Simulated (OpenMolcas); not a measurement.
# Dy²⁺ among point charges: CASSCF levels and susceptibility

How does a field of 4 point charges split the states of Dy²⁺, and what χT follows?

The numbers are computed with OpenMolcas 26.06 (state-averaged CASSCF, spin-orbit coupling by RASSI with atomic mean-field integrals), except any that are marked as measured or tabulated.

### Step 1. Starting point

| Property | Result |
| --- | --- |
| Species | Dy²⁺ (dysprosium, Z = 66, 64 electrons) |
| Basis | ANO-RCC-VDZP [7s6p4d2f1g], 68 functions |
| Scalar Hamiltonian | DKH2, point nucleus |
| Inactive shells | 1s 2s 2p 3s 3p 3d 4s 4p 4d 5s 5p |
| Active space | 10 electrons in 7 orbitals (4f) |
| Some configurations of this space | 4f10 |
| Orbitals | optimised for the highest spin of each parity, averaged over all roots |

Outer shells as boxes (Hund's rule):

4f10
```
4f [↑↓][↑↓][↑↓][↑ ][↑ ][↑ ][↑ ]
```

The ion sits among 4 point charges of -1 e arranged as a tetrahedron (Td), 2.41 Å from the ion.

The work runs as a chain of OpenMolcas steps in one folder; each step below is one input file. Labels, J, g values, rates, χT and fits are worked out afterwards by a script from the matrices that RASSI stores.

### Step 2. Basis and integrals

a.inp reads:

```
&GATEWAY
Coord
1

Dy 0.0 0.0 0.0
Basis=ANO-RCC-VDZP
Group=NoSym
NoMove
AngMom=0.0 0.0 0.0
AMFI
XField
4 Angstrom 0
1.391414 1.391414 1.391414 -1.000000
1.391414 -1.391414 -1.391414 -1.000000
-1.391414 1.391414 -1.391414 -1.000000
-1.391414 -1.391414 1.391414 -1.000000
&SEWARD
```

Started as:

```console
$ OMP_NUM_THREADS=1 MOLCAS_MEM=2252 MOLCAS_PROJECT=a pymolcas a.inp > a.log
```

### Step 3. CASSCF: quintets, 35 roots

a.inp reads:

```
&RASSCF
FileOrb=start.orb
Symmetry=1
Spin=5
nActEl=10 0 0
Inactive=27
Ras2=7
CIRoot=35 35 1
SDav=35
CIMx=300
Iter=120 100
PrWF=0.3
OrbListing=Nothing
MaxOrb=0
>>> COPY $Project.JobIph JOB001
```

start.orb holds the contracted functions of the basis, ordered by shell, or the orbitals of the step before.

### Step 4. CASSCF: triplets, 162 roots

a.inp reads:

```
&RASSCF
FileOrb=start.orb
Symmetry=1
Spin=3
nActEl=10 0 0
Inactive=27
Ras2=7
CIRoot=162 162 1
SDav=210
CIMx=300
Iter=120 100
PrWF=0.3
OrbListing=Nothing
MaxOrb=0
CIOnly
>>> COPY $Project.JobIph JOB002
```

### Step 5. CASSCF: singlets, 162 roots

a.inp reads:

```
&RASSCF
FileOrb=start.orb
Symmetry=1
Spin=1
nActEl=10 0 0
Inactive=27
Ras2=7
CIRoot=162 162 1
SDav=196
CIMx=300
Iter=120 100
PrWF=0.3
OrbListing=Nothing
MaxOrb=0
CIOnly
>>> COPY $Project.JobIph JOB003
```

### Step 6. RASSI: spin-orbit coupling between the states

a.inp reads:

```
&RASSI
NrOfJobIphs=3 32 106 31
1 2 3 4 5 6 7 8 9 10 11 12 13 14 15 16 17 18 19 20 21 22 23 24 25 26 27
28 29 30 31 32
1 2 3 4 5 6 7 8 9 10 11 12 13 14 15 16 17 18 19 20 21 22 23 24 25 26 27
28 29 30 31 32 33 34 35 36 37 38 39 40 41 42 43 44 45 46 47 48 49 50 51
52 53 54 55 56 57 58 59 60 61 62 63 64 65 66 67 68 69 70 71 72 73 74 75
76 77 78 79 80 81 82 83 84 85 86 87 88 89 90 91 92 93 94 95 96 97 98 99
100 101 102 103 104 105 106
1 2 3 4 5 6 7 8 9 10 11 12 13 14 15 16 17 18 19 20 21 22 23 24 25 26 27
28 29 30 31
IphNames
JOB001
JOB002
JOB003
EJob
SpinOrbit
DIPRint=1.0
SOCoupling=1000.0
Subsets=2
Property=9
'ANGMOM' 1 'ANGMOM' 2 'ANGMOM' 3 'MLTPL  1' 1 'MLTPL  1' 2 'MLTPL  1' 3
'AMFI' 1 'AMFI' 2 'AMFI' 3
SOProperty=3
'ANGMOM' 1 'ANGMOM' 2 'ANGMOM' 3
```

**Question.** What will these runs give? Wanted: spin-free ground state; first state of the same spin within the active space; lowest level; next level.

The runs gave:

| quantity | value |
| --- | --- |
| method | CASSCF |
| spin-free ground state | 5A1, 1-fold in its orbital part |
| first state of the same spin within the active space | 5T1 at 10.4 cm⁻¹ |
| lowest level | 3-fold T2 |
| next level | 2.9 cm⁻¹ |
| χT at 300 K | 13.95 cm³ K/mol |
| effective moment at 300 K | 10.56 μB |

In words: The spin-free ground state (5A1) comes to 100 % from free-ion I terms and keeps the highest spin of the shell. The triplets, singlets rest on orbitals optimised for another spin in at least one step, which raises them against the optimised states. Not all states of the active space went into the spin-orbit step. High states of lower spin are left out of the spin-orbit mixing, and CASSCF puts spin-flip levels too high. Point charges carry no covalency, so the field is a model and not that of real ligands.
